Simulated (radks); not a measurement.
**Nuclear size and the levels of V⁵⁺**

Aim: how the total energy, the levels and the density at the nucleus of V⁵⁺ respond when the nuclear radius is scaled.

Program: radks (a radial shooting solver on a logarithmic mesh, Libxc functionals) version 1. Level of theory: Dirac Kohn-Sham, BLYP, spin-unpolarised, spherical densities, finite nucleus. These are calculated values, not measurements, unless marked.

### 1 What is computed

```
element            : vanadium (Z = 23)
charge             : +5
electrons          : 18
configuration      : [Ar]
nuclear rms radius : 3.6002 fm
```

The outer shells:

V⁵⁺
```
[Ne] core
3s [↑↓]
3p [↑↓][↑↓][↑↓]
```

### 2 rms radius 3.6002 fm

Input:

```text
Z 23
configuration [Ar] 4s0 3d0
relativity Dirac
functional b88,lyp
spin unpolarised
j_filling energy
nucleus finite rms 3.6002 fm
c 137.035999084
```

### 3 rms radius 3.2114 fm

Input: that of step 2 with these lines changed.

```diff
@@ -6,3 +6,3 @@
 j_filling energy
-nucleus finite rms 3.6002 fm
+nucleus finite rms 3.2114 fm
 c 137.035999084
```

### 4 rms radius 3.4058 fm

Input: that of step 3 with these lines changed.

```diff
@@ -6,3 +6,3 @@
 j_filling energy
-nucleus finite rms 3.2114 fm
+nucleus finite rms 3.4058 fm
 c 137.035999084
```

### 5 rms radius 3.7334 fm

Input: that of step 4 with these lines changed.

```diff
@@ -6,3 +6,3 @@
 j_filling energy
-nucleus finite rms 3.4058 fm
+nucleus finite rms 3.7334 fm
 c 137.035999084
```

### 6 rms radius 4.277 fm

Input: that of step 5 with these lines changed.

```diff
@@ -6,3 +6,3 @@
 j_filling energy
-nucleus finite rms 3.7334 fm
+nucleus finite rms 4.277 fm
 c 137.035999084
```

**Question.** What will these runs give? Wanted: for each run, rms radius; total energy shift; density at nucleus; 1s1/2 shift; 2s1/2 shift; 2p1/2 shift; 3s1/2 shift.

**Answer**, as computed:

| rms radius (fm) | total energy shift (eV) | density at nucleus (e/bohr³) | 1s1/2 shift (meV) | 2s1/2 shift (meV) | 2p1/2 shift (meV) | 3s1/2 shift (meV) |
| --- | --- | --- | --- | --- | --- | --- |
| 3.2114 | -0.0122 | 9934 | -5.16 | -0.438 | 0.0571 | -0.0659 |
| 3.4058 | -0.00627 | 9915 | -2.65 | -0.225 | 0.0294 | -0.0338 |
| 3.6002 | 0 | 9896 | 0 | 0 | 0 | 0 |
| 3.7334 | 0.00449 | 9884 | 1.90 | 0.161 | -0.0210 | 0.0242 |
| 4.277 | 0.0244 | 9839 | 10.3 | 0.877 | -0.114 | 0.132 |

In words: Shifts are against the first run. Over the range the 1s1/2 level moves by 0.0155 eV and the 3s1/2 level by 0.198 meV. A larger nucleus binds the 1s electrons less and lowers the density at its centre. These are shifts of eigenvalues, not the field shifts of spectral lines.
